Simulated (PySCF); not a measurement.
**MoO2Me2: geometry, NMR shifts and electronic excitations**

What NMR shifts and electronic excitations should MoO2Me2 (`[CH3][Mo]([CH3])(=[O])=[O]`) show?

The runs use PySCF 2.14.0, with density-fitted response routines of our own; the level of theory stands in each step. All values are computed, except where a source is named. Atoms count from 0, in the outputs and in this text.

### 1 The starting structure

11 atoms, charge 0, multiplicity 1; geometry from: GFN2-xTB.

Bonds of the start (Å): Mo0–O1 1.64, Mo0–O2 1.64, Mo0–C3 2.13, Mo0–C7 2.13, C3–H4 1.10, C3–H5 1.11, C3–H6 1.10, C7–H8 1.11, C7–H9 1.10, C7–H10 1.10.

### 2 Geometry optimisation at PBE0-D3(BJ)/def2-SVP

The job: settings as JSON, then the geometry in Å.

```
{"job": {"xc": "PBE0", "basis": "def2-SVP", "d3": "d3bj", "grid": 1, "maxiter": 40, "kind": "geom"}, "charge": 0, "multiplicity": 1}
Mo     0.813120     0.002010     0.563150
O      0.564620     0.017270     2.180080
O      2.237960    -0.008360    -0.240680
C     -0.278090     1.666720    -0.201800
H      0.042200     2.659550     0.137030
H     -1.340060     1.576300     0.093440
H     -0.236990     1.695290    -1.303990
C     -0.280780    -1.668700    -0.184150
H     -0.386760    -1.573440    -1.280940
H     -1.294680    -1.708220     0.249330
H      0.159450    -2.658420    -0.011460
```

Run with:

```bash
OMP_NUM_THREADS=1 python probes_run.py task.json out
```

This one command runs all jobs of the session in turn.

What it wrote:

```text
step   0  E = -298.07603575  max force = 0.114116
step   1  E = -298.09578307  max force = 0.040960
step   2  E = -298.09982296  max force = 0.008618
step   3  E = -298.10017059  max force = 0.003058
step   4  E = -298.10022114  max force = 0.001939
step   5  E = -298.10024635  max force = 0.000844
step   6  E = -298.10025116  max force = 0.000526
step   7  E = -298.10025534  max force = 0.000213
optimisation converged
```

Run time: 80 s. Hardware: 1 thread, shared host.

Step by step:

| step | energy from step 0 (eV) | largest force component (eV/Å) |
| --- | --- | --- |
| 0 | 0.0000 | 5.8681 |
| 1 | -0.5374 | 2.1062 |
| 2 | -0.6473 | 0.4432 |
| 3 | -0.6567 | 0.1572 |
| 4 | -0.6581 | 0.0997 |
| 5 | -0.6588 | 0.0434 |
| 6 | -0.6589 | 0.0270 |
| 7 | -0.6590 | 0.0110 |

Close pairs (by a distance rule), those that changed most:

| bond | before (Å) | after (Å) | change (Å) |
| --- | --- | --- | --- |
| Mo0–C3 | 2.132 | 2.096 | -0.037 |
| Mo0–C7 | 2.132 | 2.096 | -0.037 |
| Mo0–O1 | 1.636 | 1.672 | +0.036 |
| Mo0–O2 | 1.636 | 1.671 | +0.035 |
| C3–H4 | 1.097 | 1.101 | +0.005 |
| C7–H10 | 1.097 | 1.101 | +0.004 |
| C3–H5 | 1.106 | 1.104 | -0.002 |
| C7–H8 | 1.106 | 1.104 | -0.002 |

The final coordinates are the input of the step that follows.

| at the end point | value |
| --- | --- |
| rotational constants (GHz, main isotopes) | 3.664, 3.096, 2.889 |
| dipole moment (D) | 3.52 |

### 3 Shielding tensors: PBE0/def2-TZVP+pcSseg-1

The job: settings as JSON, then the geometry in Å.

```
{"job": {"kind": "nmr", "xc": "PBE0", "basis": {"default": "pcSseg-1", "Mo": "def2-TZVP"}}, "charge": 0, "multiplicity": 1}
Mo     0.628189    -0.000177     0.463658
O      0.614719     0.004892     2.135978
O      2.205150    -0.005213    -0.089328
C     -0.299525     1.749151    -0.222353
H      0.167029     2.652515     0.201041
H     -1.361447     1.729373     0.078585
H     -0.221605     1.794355    -1.321798
C     -0.306458    -1.749105    -0.213874
H     -0.372532    -1.703458    -1.315233
H     -1.317423    -1.822616     0.220332
H      0.263892    -2.649716     0.063001
```

With the program's defaults for keys left out, this is: GIAO PBE0/pcSseg-1 Mo:def2-TZVP NMR shielding, scalar relativity only through core potentials, gas phase.

What it wrote:

```text
coarse grid: 43728 points
cycle   1  E = -297.9339331113  dE = -6.390e+00  |g| = 1.285e+00  |ddm| = 4.339e+00
cycle   2  E = -294.7711760359  dE =  3.163e+00  |g| = 4.243e+00  |ddm| = 2.483e+00
cycle   3  E = -298.1797145755  dE = -3.409e+00  |g| = 6.102e-01  |ddm| = 2.047e+00
cycle   4  E = -298.2622631117  dE = -8.255e-02  |g| = 1.633e-01  |ddm| = 6.484e-01
cycle   5  E = -298.2671353368  dE = -4.872e-03  |g| = 6.002e-02  |ddm| = 1.418e-01
cycle   6  E = -298.2679541958  dE = -8.189e-04  |g| = 1.330e-02  |ddm| = 4.751e-02
cycle   7  E = -298.2679814852  dE = -2.729e-05  |g| = 6.817e-03  |ddm| = 8.591e-03
cycle   8  E = -298.2679875370  dE = -6.052e-06  |g| = 3.970e-03  |ddm| = 4.823e-03
cycle   9  E = -298.2679905926  dE = -3.056e-06  |g| = 4.620e-04  |ddm| = 2.312e-03
final grid: 91472 points
cycle  10  E = -298.2680064154  dE =  2.008e-07  |g| = 1.205e-03  |ddm| = 1.005e-03
cycle  11  E = -298.2680036415  dE =  2.774e-06  |g| = 4.060e-03  |ddm| = 2.388e-03
cycle  12  E = -298.2680066828  dE = -3.041e-06  |g| = 1.715e-04  |ddm| = 1.869e-03
cycle  13  E = -298.2680066889  dE = -6.076e-09  |g| = 6.686e-05  |ddm| = 1.475e-04
cycle  14  E = -298.2680066896  dE = -7.510e-10  |g| = 2.724e-05  |ddm| = 4.532e-05
converged SCF energy = -298.2680066896

GIAO shielding tensors (ppm)
atom      isotropic    diamagn.    paramagn.     s11        s22        s33       span
  0 Mo         nan         nan         nan        nan        nan        nan        nan
  1 O     -707.523     402.846   -1110.369  -1163.082   -682.089   -277.399    885.683
  2 O     -707.146     402.827   -1109.973  -1170.350   -677.530   -273.559    896.792
  3 C      151.821     254.354    -102.533    104.684    169.139    181.638     76.954
  4 H       30.088      28.254       1.835     25.985     28.881     35.399      9.415
  5 H       30.026      30.171      -0.145     26.843     30.062     33.175      6.332
  6 H       29.615      30.040      -0.425     26.795     29.481     32.569      5.775
  7 C      151.802     254.363    -102.560    104.456    169.276    181.676     77.220
  8 H       30.049      30.235      -0.186     26.784     30.114     33.248      6.464
  9 H       29.601      29.975      -0.374     26.864     29.433     32.506      5.641
 10 H       30.076      28.260       1.816     25.977     28.875     35.375      9.398
```

Run time: 23 s. Hardware: 1 thread, shared host.

Shifts follow as δ = σ(reference) − σ, with reference shieldings (ppm) from runs at the same level and on the same kind of geometry: 1H TMS 31.27, 13C TMS 184.4, 17O H2O 334.6. The references are single molecules in the gas phase, so shifts against H2O, NH3, PH3, H3PO4 or CFCl3 are not on the usual liquid scales and can be off by tens of ppm. Atoms listed in one row are averaged.

| atoms | environment | σ (ppm) | δ (ppm) |
| --- | --- | --- | --- |
| C3, C7 | carbon bonded to Mo, 3 H | 151.8 | 32.6 |
| H4, H5, H6, H8, H9, H10 | hydrogen on a carbon bonded to Mo | 29.91 | 1.36 |
| O1, O2 | oxygen bonded to Mo | -707.3 | 1041.9 |

Atoms past Kr carry core potentials, so their printed shieldings have no meaning and are left out of the table.

Charges from the same density, by scheme (e):

| atoms | Mulliken | ESP fit |
| --- | --- | --- |
| Mo0 | 1.14 | 1.40 |
| O1, O2 | -0.46 | -0.49 |
| C3, C7 | -0.64 | -0.81 |

Mayer bond orders: Mo0–O1 2.00, Mo0–O2 2.01, Mo0–C3 1.01, Mo0–C7 1.01.

With diffuse functions Mulliken charges and Mayer bond orders lose their meaning; the other schemes are steadier.

Orbitals, density, ELF and potential are computed afterwards from the orbital file.

Frontier orbitals at PBE0/def2-TZVP+pcSseg-1, with the share of their density that lies nearest to each atom:

| orbital | energy (eV) | lies on |
| --- | --- | --- |
| HOMO | -8.67 | C3, C7 about 18 % each; O1, O2 about 17 % each; Mo0 13 % |
| LUMO | -2.79 | Mo0 58 %; O1, O2 about 10 % each |

ELF in a plane through or near 5 of the atoms.

Ten even steps from '0' (0.00) to '9' (1.00):
```
0000000000000000000000000000
0000000000000000000000000000
0000000000000000000000000000
0000000000000000000000000000
0000000000000000000000000000
0000000000001111000000000000
0000001000002332000001000000
0000278731018667101378720000
0000899985327007235899980000
0001999997865885687999991000
0000589849483113857589850000
0000124541464004652454210000
0000001356531001456531000000
0000001223210000133321000000
0000000001000000001100000000
0000000000000000000000000000
0000000000000000000000000000
0000000000000000000000000000
0000000000000000000000000000
0000000000000000000000000000
```
The map spans 10.5 Å across and 8.7 Å up, centred on the molecule. Atoms in the plane (x, y in Å): Mo0 (0.0, 0.8), C3 (-1.7, -0.4), H4 (-2.7, 0.3), C7 (1.7, -0.4), H10 (2.6, 0.3).

On the surface of density 0.002 e/bohr³ the electrostatic potential runs, from the 1st to the 99th percentile, from -1.35 V near O1 to 1.88 V near H8.

### 4 Ultraviolet spectrum: CAM-B3LYP/def2-SVPD

The job, as its differences from that of step 3:

```diff
@@ -1,2 +1,2 @@
-{"job": {"kind": "nmr", "xc": "PBE0", "basis": {"default": "pcSseg-1", "Mo": "def2-TZVP"}}, "charge": 0, "multiplicity": 1}
+{"job": {"kind": "uv", "xc": "CAM-B3LYP", "basis": "def2-SVPD", "ip": true, "nstates": 10}, "charge": 0, "multiplicity": 1}
 Mo     0.628189    -0.000177     0.463658
```

Level: TDDFT CAM-B3LYP/def2-SVPD, vertical, gas phase, core orbitals frozen in the response.

What it wrote:

```text
coarse grid: 43728 points
cycle   1  E = -297.8655478651  dE = -7.698e+00  |g| = 1.319e+00  |ddm| = 4.888e+00
cycle   2  E = -295.5529413744  dE =  2.313e+00  |g| = 3.764e+00  |ddm| = 3.302e+00
cycle   3  E = -298.1875370177  dE = -2.635e+00  |g| = 3.883e-01  |ddm| = 2.739e+00
cycle   4  E = -298.2223447048  dE = -3.481e-02  |g| = 9.652e-02  |ddm| = 8.074e-01
cycle   5  E = -298.2246011746  dE = -2.256e-03  |g| = 2.611e-02  |ddm| = 1.685e-01
cycle   6  E = -298.2247563744  dE = -1.552e-04  |g| = 5.915e-03  |ddm| = 4.484e-02
cycle   7  E = -298.2247705169  dE = -1.414e-05  |g| = 3.467e-03  |ddm| = 1.452e-02
cycle   8  E = -298.2247723367  dE = -1.820e-06  |g| = 2.468e-03  |ddm| = 4.823e-03
final grid: 91472 points
cycle   9  E = -298.2247813239  dE =  5.422e-06  |g| = 6.002e-03  |ddm| = 6.696e-03
cycle  10  E = -298.2247444916  dE =  3.683e-05  |g| = 1.514e-02  |ddm| = 1.467e-02
cycle  11  E = -298.2247882823  dE = -4.379e-05  |g| = 2.593e-04  |ddm| = 1.042e-02
cycle  12  E = -298.2247882994  dE = -1.711e-08  |g| = 1.088e-04  |ddm| = 3.168e-04
cycle  13  E = -298.2247883035  dE = -4.098e-09  |g| = 1.199e-04  |ddm| = 2.797e-04
cycle  14  E = -298.2247883079  dE = -4.416e-09  |g| = 1.504e-05  |ddm| = 1.868e-04
cycle  15  E = -298.2247883079  dE = -7.572e-11  |g| = 2.121e-06  |ddm| = 3.141e-05
converged SCF energy = -298.2247883079

Static polarisability (au): isotropic 71.397, principal 66.094 69.854 78.243

Singlet excitations
state   eV       nm        f      main configurations
  1   4.0993    302.5   0.00446   H->L 0.98
  2   4.5762    270.9   0.00554   H-1->L 0.90, H->L+1 0.08
  3   4.9736    249.3   0.01788   H-2->L 0.97
  4   5.0131    247.3   0.00088   H-1->L+1 0.98
  5   5.3659    231.1   0.00431   H->L+1 0.87
  6   5.7789    214.5   0.00000   H-2->L+1 0.97
  7   5.8664    211.3   0.00152   H-3->L 0.87
  8   6.0055    206.5   0.01587   H-4->L 0.88
  9   6.0696    204.3   0.00000   H-5->L 0.52, H-3->L+1 0.39
 10   6.3411    195.5   0.00001   H-3->L+1 0.55, H-5->L 0.39

Triplet excitations (Tamm-Dancoff, eV): 3.7888 4.0696 4.4487 4.5425
Vertical ionisation energy (delta-SCF) = 10.8765 eV
Vertical electron affinity (delta-SCF) = 1.2051 eV
```

Wall time 2.9 min (1 thread, shared host).

The orbitals next to the gap, with their largest atomic shares:

| orbital | eV | atoms |
| --- | --- | --- |
| HOMO−3 | -11.78 | O1 33 %, O2 32 %, Mo0 21 % |
| HOMO−2 | -10.75 | C3 24 %, C7 24 %, Mo0 17 % |
| HOMO−1 | -10.51 | O1 47 %, O2 46 %, Mo0 5 % |
| HOMO | -10.11 | Mo0 19 %, C7 18 %, C3 18 % |
| LUMO | -1.76 | Mo0 61 %, O2 9 %, O1 9 % |
| LUMO+1 | -0.80 | Mo0 58 %, O2 18 %, O1 17 % |
| LUMO+2 | 0.46 | Mo0 46 %, O1 10 %, O2 10 % |

With each of the 10 states as a Gaussian band of 0.4 eV half-width at 1/e, the curve within the window shown has maxima at 250 nm (ε 910), 208 nm (ε 710) L/(mol cm). Beyond the last state computed it falls off for lack of states. The curve at chosen wavelengths:

| nm | ε (L/mol/cm) |
| --- | --- |
| 187 | 53 |
| 194 | 253 |
| 200 | 528 |
| 207 | 713 |
| 214 | 620 |
| 220 | 483 |
| 227 | 460 |
| 234 | 602 |
| 240 | 770 |
| 247 | 899 |
| 254 | 892 |
| 260 | 795 |
| 267 | 642 |
| 274 | 500 |
| 281 | 397 |
| 287 | 337 |
| 294 | 289 |
| 301 | 250 |
| 307 | 218 |
| 314 | 179 |
| 321 | 139 |
| 327 | 106 |
| 334 | 74 |
| 341 | 49 |
| 347 | 33 |
| 354 | 20 |

Leading natural transition orbitals of singlet state 3: the hole lies on C3, C7 about 23 % each; Mo0 18 %; O1, O2 about 6 % each; the particle on Mo0 61 %; O1, O2 about 10 % each.

Leading natural transition orbitals of singlet state 1: the hole lies on C3, C7 about 19 % each; O1, O2 about 15 % each; Mo0 14 %; the particle on Mo0 61 %; O1, O2 about 10 % each.

Further results of this job:

| property | computed |
| --- | --- |
| dipole moment (D) | 3.57 |
| polarisability (Å³) | 10.58 |
| HOMO–LUMO gap (eV) | 8.35 |
| −ε(HOMO) (eV) | 10.11 |

### 5 Nuclear shieldings: KT2/def2-TZVP+pcSseg-1

The job, as its differences from that of step 4:

```diff
@@ -1,2 +1,2 @@
-{"job": {"kind": "uv", "xc": "CAM-B3LYP", "basis": "def2-SVPD", "ip": true, "nstates": 10}, "charge": 0, "multiplicity": 1}
+{"job": {"kind": "nmr", "xc": "KT2", "basis": {"default": "pcSseg-1", "Mo": "def2-TZVP"}, "pop": false}, "charge": 0, "multiplicity": 1}
 Mo     0.628189    -0.000177     0.463658
```

Level: GIAO KT2/pcSseg-1 Mo:def2-TZVP NMR shielding, scalar relativity only through core potentials, gas phase.

What it wrote:

```text
coarse grid: 43728 points
cycle   1  E = -302.0209652334  dE = -6.137e+00  |g| = 1.381e+00  |ddm| = 4.316e+00
cycle   2  E = -294.3969897006  dE =  7.624e+00  |g| = 5.256e+00  |ddm| = 7.575e+00
cycle   3  E = -302.1523982725  dE = -7.755e+00  |g| = 1.049e+00  |ddm| = 7.441e+00
cycle   4  E = -302.3905499041  dE = -2.382e-01  |g| = 3.853e-01  |ddm| = 1.068e+00
cycle   5  E = -302.4070182612  dE = -1.647e-02  |g| = 2.656e-01  |ddm| = 5.352e-01
cycle   6  E = -302.4255906055  dE = -1.857e-02  |g| = 7.246e-02  |ddm| = 2.446e-01
cycle   7  E = -302.4264550043  dE = -8.644e-04  |g| = 3.418e-02  |ddm| = 3.444e-02
cycle   8  E = -302.4265643726  dE = -1.094e-04  |g| = 2.385e-02  |ddm| = 1.638e-02
cycle   9  E = -302.4266588657  dE = -9.449e-05  |g| = 9.519e-03  |ddm| = 1.201e-02
cycle  10  E = -302.4266750826  dE = -1.622e-05  |g| = 1.952e-03  |ddm| = 6.303e-03
cycle  11  E = -302.4266761926  dE = -1.110e-06  |g| = 1.775e-04  |ddm| = 2.250e-03
final grid: 91472 points
cycle  12  E = -302.4266848326  dE = -3.558e-08  |g| = 4.696e-04  |ddm| = 9.966e-04
cycle  13  E = -302.4266840750  dE =  7.576e-07  |g| = 2.024e-03  |ddm| = 1.341e-03
cycle  14  E = -302.4266848557  dE = -7.807e-07  |g| = 3.232e-04  |ddm| = 1.054e-03
cycle  15  E = -302.4266848784  dE = -2.279e-08  |g| = 3.466e-05  |ddm| = 2.400e-04
cycle  16  E = -302.4266848787  dE = -2.900e-10  |g| = 1.719e-05  |ddm| = 4.217e-05
converged SCF energy = -302.4266848787

GIAO shielding tensors (ppm)
atom      isotropic    diamagn.    paramagn.     s11        s22        s33       span
  0 Mo         nan         nan         nan        nan        nan        nan        nan
  1 O     -615.620     403.821   -1019.440   -971.349   -598.987   -276.523    694.825
  2 O     -615.124     403.804   -1018.928   -977.219   -594.871   -273.281    703.938
  3 C      150.392     254.350    -103.958    104.995    166.174    180.005     75.010
  4 H       29.792      28.104       1.689     26.178     28.480     34.719      8.541
  5 H       29.844      30.191      -0.347     27.060     29.840     32.631      5.570
  6 H       29.449      30.057      -0.608     27.031     29.286     32.031      5.000
  7 C      150.378     254.356    -103.978    104.784    166.315    180.036     75.252
  8 H       29.863      30.258      -0.394     27.008     29.886     32.695      5.687
  9 H       29.438      29.988      -0.551     27.093     29.242     31.978      4.884
 10 H       29.781      28.111       1.670     26.171     28.474     34.697      8.526
```

Run time: 24 s. Hardware: 1 thread, shared host.

Key values: δ C3 32.8, O1 946.0, H4 1.48 ppm (means over like atoms).

### 6 Side by side: NMR shifts

Shifts (ppm), means over like atoms, with basis size and wall time:

| run | C3 | H4 | O1 | functions | time |
| --- | --- | --- | --- | --- | --- |
| PBE0/def2-TZVP+pcSseg-1 | 32.6 | 1.36 | 1041.9 | 138 | 23 s |
| KT2/def2-TZVP+pcSseg-1 | 32.8 | 1.48 | 946.0 | 138 | 24 s |

### 7 What came out

```
                                                                         quantity                        value
                                             rotational constants (main isotopes)         3.66, 3.10, 2.89 GHz
13C shifts against TMS (PBE0/def2-TZVP+pcSseg-1, means over atoms taken as alike)                     32.6 ppm
 1H shifts against TMS (PBE0/def2-TZVP+pcSseg-1, means over atoms taken as alike)                     1.36 ppm
17O shifts against H2O (PBE0/def2-TZVP+pcSseg-1, means over atoms taken as alike)                   1041.9 ppm
                                            surface potential, 1st and 99th percentile           -1.35 V and 1.88 V
                                             lowest singlet (CAM-B3LYP/def2-SVPD)  4.10 eV (302 nm), f = 0.004
                                         brightest single state of those computed  state 3, 4.97 eV, f = 0.018
                                                                   lowest triplet                      3.79 eV
                                                vertical ionisation energy (ΔSCF)                     10.88 eV
                                                vertical electron affinity (ΔSCF)                      1.21 eV
                                                         range of the shift of O1          946.0 to 1041.9 ppm
```

What this shows: The optimisation took 7 steps and gained 0.659 eV; among the close pairs (by a distance rule), Mo0–C3 changed most, from 2.132 to 2.096 Å. At PBE0/def2-TZVP+pcSseg-1: The widest tensor belongs to O1, O2: span 891 ppm, with a paramagnetic part of -1110 ppm. By nearest atom (PBE0/def2-TZVP+pcSseg-1), the HOMO sits on C3, C7 about 18 % each; O1, O2 about 17 % each and the LUMO on Mo0 58 %; O1, O2 about 10 % each. The first singlet state (HOMO→LUMO 0.98) lies at 4.10 eV and is weak; of the 10 states computed, the strongest absorption comes from state 3 at 4.97 eV. The lowest triplet lies 0.31 eV below the lowest singlet (triplets in Tamm-Dancoff, singlets in full TDDFT). ΔSCF puts the ionisation energy at 10.88 eV, 0.76 eV above −ε(HOMO). Across the 2 runs the shift of O1 (with its like atoms) moves most, between 946.0 (KT2/def2-TZVP+pcSseg-1) and 1041.9 ppm (PBE0/def2-TZVP+pcSseg-1). Spin-orbit coupling is left out, which matters for shieldings and couplings at and beside the heavy atoms.
